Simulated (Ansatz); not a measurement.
**RbNiO2 under changes of volume**

One of the cells (18.895 Å³/atom); the others are scaled copies at fixed shape and fractional positions:

```
Rb Ni O
1.0
     0.00000    4.22800    4.22800
     4.22800    0.00000    4.22800
     4.22800    4.22800    0.00000
Rb Ni O
2 2 4
Direct
  0.75000 0.75000 0.75000
  0.50000 0.50000 0.50000
  0.25000 0.25000 0.25000
  0.00000 0.00000 0.00000
  0.12500 0.62500 0.12500
  0.12500 0.12500 0.62500
  0.62500 0.12500 0.12500
  0.12500 0.12500 0.12500
```

The cell comes from a database or a generator and needn't be the stable form of this composition.

- Program: Ansatz 0.2.0
- Functional: PBE
- Potentials or basis: Ansatz PAW
- Cutoff: 420 eV (not typed: the program's choice for these potentials)
- k mesh: 6 × 6 × 6
- Occupations: fermi-dirac, width 0.05 eV
- Spin: collinear spin, ferromagnetic start
- Starting moments: [0.0, 0.0, 1.0, 1.0, 0.0, 0.0, 0.0, 0.0] μB

```csv
volume (Å³/atom),energy over the lowest point (meV/atom),pressure (GPa)
17.761,1.86,1.6
18.139,0.00,0.0
18.517,1.67,-1.4
18.895,6.66,-2.7
19.273,?,?
19.651,24.87,-4.9
20.029,37.54,-5.8
```

Problem. What does the run at 19.273 Å³/atom give?

Solution. Energy over the lowest point 14.46 meV/atom; pressure -3.9 GPa.

Worked out: A Birch-Murnaghan fit of order 3 (a polynomial in V^(-2/3)) to the other rows has its minimum at 18.14 Å³/atom with B0 = V·E''(V) = 73 GPa and B' = 4.5. It gives 14.48 meV/atom at 19.273 Å³/atom, against the run's 14.46, and -dE/dV = -3.9 GPa, against -3.9.

Energies are extrapolated to zero smearing.

Caveats: the starting moments weren't kept.
